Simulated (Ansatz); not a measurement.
Hf2Pd2Se2Br2O3:

```
CELL_PARAMETERS angstrom
5.76069 0.00496 -0.00286
-0.52750 5.84664 0.03413
-1.48435 -0.92642 6.64586
ATOMIC_POSITIONS crystal
Hf 0.74540 0.39602 0.34989
Hf 0.28763 0.45322 0.59401
Pd 0.90854 0.13294 0.84849
Pd 0.25249 0.90323 0.35874
Se 0.63469 0.40355 0.93716
Se 0.62597 0.78174 0.53023
Br 0.85273 0.99089 0.15355
Br 0.22526 0.82084 0.86223
O 0.96040 0.28925 0.59026
O 0.43233 0.24524 0.40864
O 0.07457 0.58308 0.36682
```

The cell was built by a generator and needn't be a form met in nature.

Base run:

| Property | Result |
| --- | --- |
| Program | Ansatz 0.2.0 |
| Functional | PBE |
| Potentials or basis | Ansatz PAW |
| Cutoff | 420 eV (not typed: the program's choice for these potentials) |
| k mesh | 5 × 5 × 4 |
| Occupations | fermi-dirac, width 0.05 eV |
| Spin | no spin polarisation |
| Hubbard terms | Hf d U = 6 eV, Pd d U = 6 eV |

Its results: band gap on the k mesh 0.58 eV, indirect (least direct gap 0.63 eV); pressure 3.5 GPa; largest force 0.471 eV/Å.

**Question.** The run is repeated on the same cell with these changes: hubbard terms from Hf d U = 6 eV, Pd d U = 6 eV to Hf d U = 4 eV, Pd d U = 4 eV. What comes out?

**Answer.** Band gap on the k mesh 0.57 eV, indirect (least direct gap 0.62 eV); pressure 2.2 GPa; largest force 0.297 eV/Å.

Caveats: odd divisions of the mesh miss points on the zone boundary, where band edges often lie, so the gap on the mesh can be too wide; spin-orbit coupling is left out, which moves the levels of the heavy elements.

A k mesh can miss the band edges.
